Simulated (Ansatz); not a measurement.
# Ir: energies, forces and stress near the listed structure

Aim: see how energy, forces, stress and gap of Ir answer to further strains and shifts, swapped elements, distortions that keep the symmetry. Nothing is relaxed unless a step says so.

Method: DFT PBEsol, scalar-relativistic, plane waves, PAW, in Ansatz 0.2.0.

1 further run of the same task is left out (set aside as unsound or not needed).

## 1. The structure to begin with

Symmetry: Fm-3m, No. 225, cubic system. The conventional cell has a = 3.839 Å, b = 3.839 Å, c = 3.839 Å, α = 90.00°, β = 90.00°, γ = 90.00°. Ir (site symmetry m-3m) is surrounded by 12 Ir at 2.71 Å.

As a file:

```
CELL_PARAMETERS angstrom
0.00000 1.91970 1.91970
1.91970 0.00000 1.91970
1.91970 1.91970 0.00000
ATOMIC_POSITIONS crystal
Ir 0.00000 0.00000 0.00000
```

The structure comes from the Crystallography Open Database.

## 2. A distortion of lower symmetry

Against the listed cell: strain xx, yy, zz, yz, xz, xy = -4.0, +1.6, +1.6, -6.0, +0.9, +0.9 %.

input.yaml

```yaml
crystal:
  lattice:
    - [0.034516206, 1.836097065, 1.836097065]
    - [1.859459814, -0.097923897, 1.968537168]
    - [1.859459814, 1.968537168, -0.097923897]
  atoms:
    - { symbol: Ir, position: [0.0, 0.0, 0.0] }
basis:
  ecutwfc: 420
kpoints:
  mp_grid: { grid: [18, 16, 16] }
hamiltonian:
  xc: pbesol
scf:
  occupations: { method: gaussian, width: 0.1 }
output:
  forces: true
  stress: true
  eigenvalues: true
  populations: true
```

Launch:

```
> ansatz run input.yaml --threads 1 --pin off --max-ram 1331MiB --backend cpu --events-out ev --progress --plain --runs-dir out
```

## 3. A distortion of lower symmetry

input.yaml

```yaml
crystal:
  lattice:
    - [0.0, 1.942870779, 1.885279779]
    - [1.885279779, 0.0, 1.885279779]
    - [1.885279779, 1.942870779, 0.0]
  atoms:
    - { symbol: Ir, position: [0.0, 0.0, 0.0] }
basis:
  ecutwfc: 420
kpoints:
  mp_grid: { grid: [16, 16, 16] }
hamiltonian:
  xc: pbesol
scf:
  occupations: { method: gaussian, width: 0.1 }
output:
  forces: true
  stress: true
  eigenvalues: true
  populations: true
```

## 4. A change within the space group

input.yaml

```yaml
crystal:
  lattice:
    - [0.0, 1.931544549, 1.931544549]
    - [1.931544549, 0.0, 1.931544549]
    - [1.931544549, 1.931544549, 0.0]
  atoms:
    - { symbol: Ir, position: [0.0, 0.0, 0.0] }
basis:
  ecutwfc: 420
kpoints:
  mp_grid: { grid: [18, 18, 18] }
hamiltonian:
  xc: pbesol
scf:
  occupations: { method: gaussian, width: 0.1 }
output:
  forces: true
  stress: true
  eigenvalues: true
```

## 5. A distortion that keeps the symmetry

input.yaml, as its differences from that of step 4:

```diff
@@ -2,5 +2,5 @@
   lattice:
-    - [0.0, 1.931544549, 1.931544549]
-    - [1.931544549, 0.0, 1.931544549]
-    - [1.931544549, 1.931544549, 0.0]
+    - [0.0, 1.946326239, 1.946326239]
+    - [1.946326239, 0.0, 1.946326239]
+    - [1.946326239, 1.946326239, 0.0]
   atoms:
@@ -19 +19,2 @@
   eigenvalues: true
+  populations: true
```

## 6. A change within a subgroup

input.yaml, as its differences from that of step 5:

```diff
@@ -2,5 +2,5 @@
   lattice:
-    - [0.0, 1.946326239, 1.946326239]
-    - [1.946326239, 0.0, 1.946326239]
-    - [1.946326239, 1.946326239, 0.0]
+    - [-0.153576, 1.979748216, 1.979748216]
+    - [1.826172216, 0.0, 1.826172216]
+    - [1.826172216, 1.826172216, 0.0]
   atoms:
```

## 7. One element swapped, cell strained: Ir → Au, first probe

input.yaml

```yaml
crystal:
  lattice:
    - [0.0, 1.874402432, 1.874402432]
    - [1.874402432, 0.0, 1.874402432]
    - [1.874402432, 1.874402432, 0.0]
  atoms:
    - { symbol: Au, position: [0.0, 0.0, 0.0] }
basis:
  ecutwfc: 420
kpoints:
  mp_grid: { grid: [8, 8, 8] }
hamiltonian:
  xc: pbesol
scf:
  occupations: { method: gaussian, width: 0.1 }
output:
  forces: true
  stress: true
  eigenvalues: true
```

## 8. Substitution of an element, cell strained: Ir → Au

input.yaml, as its differences from that of step 7:

```diff
@@ -10,3 +10,3 @@
 kpoints:
-  mp_grid: { grid: [8, 8, 8] }
+  mp_grid: { grid: [20, 20, 20] }
 hamiltonian:
```

## 9. A change within a subgroup

input.yaml

```yaml
crystal:
  lattice:
    - [-0.038394, 2.025072333, 2.025072333]
    - [1.986678333, 0.0, 1.986678333]
    - [1.986678333, 1.986678333, 0.0]
  atoms:
    - { symbol: Ir, position: [0.0, 0.0, 0.0] }
basis:
  ecutwfc: 420
kpoints:
  mp_grid: { grid: [16, 15, 15] }
hamiltonian:
  xc: pbesol
scf:
  occupations: { method: gaussian, width: 0.1 }
output:
  forces: true
  stress: true
  eigenvalues: true
```

Q: Predict the outcome of this session. Wanted: for each run, case; energy; pressure; largest force.

**Answer**, as computed:

```
step                                                case  energy (meV/atom)  pressure (GPa)  largest force (eV/Å)  gap on the mesh (eV)
   2                      a distortion of lower symmetry               +0.0             7.9                  0.00                  0.00
   3                      a distortion of lower symmetry            -155.9*             7.4                  0.00                  0.00
   4                     a change within the space group            -172.1*            -9.3                  0.00                  0.00
   5                a distortion that keeps the symmetry            -144.8*           -16.6                  0.00                  0.00
   6                          a change within a subgroup             +74.6*            18.5                  0.00                  0.00
   8  substitution of an element, cell strained: Ir → Au                n/a            92.3                  0.00                  0.00
   9                          a change within a subgroup            +109.1*           -37.4                  0.00                  0.00
```

Energies are counted from step 2, with the smearing taken to zero; a star marks another k mesh, which can shift energies by itself, so starred rows don't rank against the others. Other atoms or functionals have another zero of energy (n/a). A gap of 0.00 means none on the mesh at this level.

The pressure is 18.5 GPa in the smallest cell and -37.4 GPa in the largest; between them shape and moved atoms count too. The distorted cells of the listed formula and level show no gap on the mesh. Spin-orbit coupling is left out for Au, Ir.
